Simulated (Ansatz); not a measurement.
# Si5H12: vertical ionisation energy

An exercise on one series of results from a longer session: the logs are not shown, and one member is left open.

Computed with Ansatz 0.2.0, Gaussian basis. Level: unrestricted cation, the program's frozen cores in correlated methods.

The runs, in order: UKS PBE-D4/def2-TZVPP; UKS r2SCAN-D4/def2-TZVPP; UKS PBE0-D4/def2-TZVPP; UKS B3LYP-D4/def2-TZVPP; UKS wB97X-V/def2-TZVPP; UKS wB97M-V/def2-TZVPP; UKS B2PLYP/def2-TZVPP; UHF-CCSD(T)/def2-TZVPP; UHF-MP2/def2-QZVPP; extrapolation to the limit; then −ε(HOMO) from the neutral's earlier runs with LDA (SPW92), PBE-D4, revPBE-D4, BLYP-D4, r2SCAN-D4, B97M-V, PBE0-D4, B3LYP-D4, r2SCANh-D4, r2SCAN0-D4, HSE06-D4, BHLYP-D4, CAM-B3LYP-D4, LC-ωPBE, ωB97X-V, ωB97M-V.

## Structure used throughout

The geometry comes from an earlier relaxation with PBE0-D4 in a triple-zeta def2 set; it is a stationary point, not always the lowest conformer.

17 atoms, charge 0, spin multiplicity 1.

Atoms are counted from 1 here; the program's logs count them from 0.

Bond lengths: Si1–Si2 2.336 Å, Si1–H6 1.488 Å, Si1–H7 1.488 Å, Si1–H8 1.488 Å, Si2–Si3 2.336 Å, Si2–Si4 2.336 Å, Si2–Si5 2.336 Å, Si3–H9 1.488 Å, Si3–H10 1.488 Å, Si3–H11 1.488 Å, Si4–H12 1.488 Å, Si4–H13 1.488 Å, Si4–H14 1.488 Å, Si5–H15 1.488 Å, Si5–H16 1.488 Å, Si5–H17 1.488 Å. Angles: Si2–Si1–H6 110.2°, Si2–Si1–H7 110.2°, Si2–Si1–H8 110.3°, H6–Si1–H7 108.7°, H6–Si1–H8 108.7°, H7–Si1–H8 108.7°, Si1–Si2–Si3 109.4°, Si1–Si2–Si4 109.5°, Si1–Si2–Si5 109.5°, Si3–Si2–Si4 109.5°, Si3–Si2–Si5 109.4°, Si4–Si2–Si5 109.6°, Si2–Si3–H9 110.2°, Si2–Si3–H10 110.2°, Si2–Si3–H11 110.3°, H9–Si3–H10 108.7°, H9–Si3–H11 108.7°, H10–Si3–H11 108.7° and more.

The first run:

File in.yaml:

```yaml
crystal:
  periodic: [false, false, false]
  atoms:
    - {symbol: Si, position_ang: [-0.373074, 1.166569, -1.986135]}
    - {symbol: Si, position_ang: [-0.001919, -0.001102, 0.002540]}
    - {symbol: Si, position_ang: [2.215462, 0.293843, 0.674347]}
    - {symbol: Si, position_ang: [-0.416060, -2.274172, -0.339833]}
    - {symbol: Si, position_ang: [-1.431075, 0.812833, 1.661207]}
    - {symbol: H, position_ang: [-0.119185, 2.618766, -1.784770]}
    - {symbol: H, position_ang: [0.535411, 0.667316, -3.053516]}
    - {symbol: H, position_ang: [-1.780170, 0.986259, -2.434948]}
    - {symbol: H, position_ang: [2.471074, -0.440435, 1.942946]}
    - {symbol: H, position_ang: [2.498313, 1.737999, 0.893841]}
    - {symbol: H, position_ang: [3.142746, -0.220398, -0.369454]}
    - {symbol: H, position_ang: [-0.165871, -3.037937, 0.912339]}
    - {symbol: H, position_ang: [0.474064, -2.804778, -1.407574]}
    - {symbol: H, position_ang: [-1.830651, -2.482674, -0.751119]}
    - {symbol: H, position_ang: [-2.850220, 0.623156, 1.256459]}
    - {symbol: H, position_ang: [-1.199632, 0.090219, 2.941114]}
    - {symbol: H, position_ang: [-1.188318, 2.264037, 1.882657]}
basis:
  gaussian: {orbitals: def2-TZVPP}
total_charge: 1
magnetization: {spin_polarized: true, initial_magnetization: 1}
hamiltonian: {xc: pbe, dispersion: d4}
```

Among the steps run: Cation, UKS PBE-D4/def2-TZVPP; Cation, UKS r2SCAN-D4/def2-TZVPP; Cation, UKS PBE0-D4/def2-TZVPP; Cation, UKS B3LYP-D4/def2-TZVPP; Cation, UKS wB97X-V/def2-TZVPP; Cation, UKS wB97M-V/def2-TZVPP; Cation, UKS B2PLYP (frozen core)/def2-TZVPP; Cation, UHF-CCSD(T)/def2-TZVPP; Cation, UHF-MP2/def2-QZVPP.

One of the session's tables, all rows but one given; the rest of the session is left out.

Orbital estimates, from the neutral's runs:

| functional | −ε(HOMO) (eV) |
| --- | --- |
| LDA (SPW92) | 7.03 |
| PBE-D4 | 6.97 |
| revPBE-D4 | 6.94 |
| BLYP-D4 | 6.83 |
| r2SCAN-D4 | 7.22 |
| B97M-V | ? |
| PBE0-D4 | 8.02 |
| B3LYP-D4 | 7.83 |
| r2SCANh-D4 | 7.60 |
| r2SCAN0-D4 | 8.18 |
| HSE06-D4 | 7.63 |
| BHLYP-D4 | 8.97 |
| CAM-B3LYP-D4 | 9.24 |
| LC-ωPBE | 10.51 |
| ωB97X-V | 10.21 |
| ωB97M-V | 9.97 |

Q: Estimate the row for B97M-V from the others.

The run gave: −ε(HOMO) (eV): 7.39. In the column «−ε(HOMO) (eV)» it lies between r2SCAN-D4 (7.22) and r2SCANh-D4 (7.60).

Caveats from the session: In point group Td the highest level is often degenerate; the cation then breaks the symmetry, and the runs may pick different components.
